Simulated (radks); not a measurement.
**B⁺ in [He] 2s1.75 3s0.25: an all-electron calculation**

Aim: the levels, the sizes of the orbitals and the parts of the energy of the boron ion B+.

The numbers are computed with radks (a radial shooting solver on a logarithmic mesh, Libxc functionals) version 1 (scalar-relativistic Kohn-Sham, OLYP, spin-polarised, spherical densities, finite nucleus; open shells are filled with parallel spins first), except any that are marked as measured or tabulated.

## (1) What is computed

| Item | Value |
| --- | --- |
| element | boron (Z = 5) |
| charge | +1 |
| electrons | 4 |
| configuration | [He] 2s1.75 3s0.25 |
| nuclear rms radius | 2.406 fm |

## (2) Self-consistent calculation

The run's settings:

```text
Z 5
configuration [He] 2s1.75 3s0.25
relativity scalar-relativistic
functional optx,lyp
spin polarised
nucleus finite rms 2.406 fm
c 137.035999084
```

Q: Predict the outcome of this run.

The runs gave:

```
                        quantity                   value
                    total energy       -24.21394 hartree
exchange-correlation share of it                 14.62 %
                            −T/E                  0.9977
          highest occupied level        3s up, -5.279 eV
    most extended occupied level  3s up, <r> = 5.30 bohr
 radius at density 0.001 e/bohr³               3.35 bohr
    maxima of the radial density                       2
```

**Reading.** 3 principal shells are occupied and 2 maxima appear in the radial density; where shells overlap, one shows as a shoulder or not at all. This is not the tabulated ground configuration, so its levels and sizes aren't those of the ground state, and no measured value stands beside it.
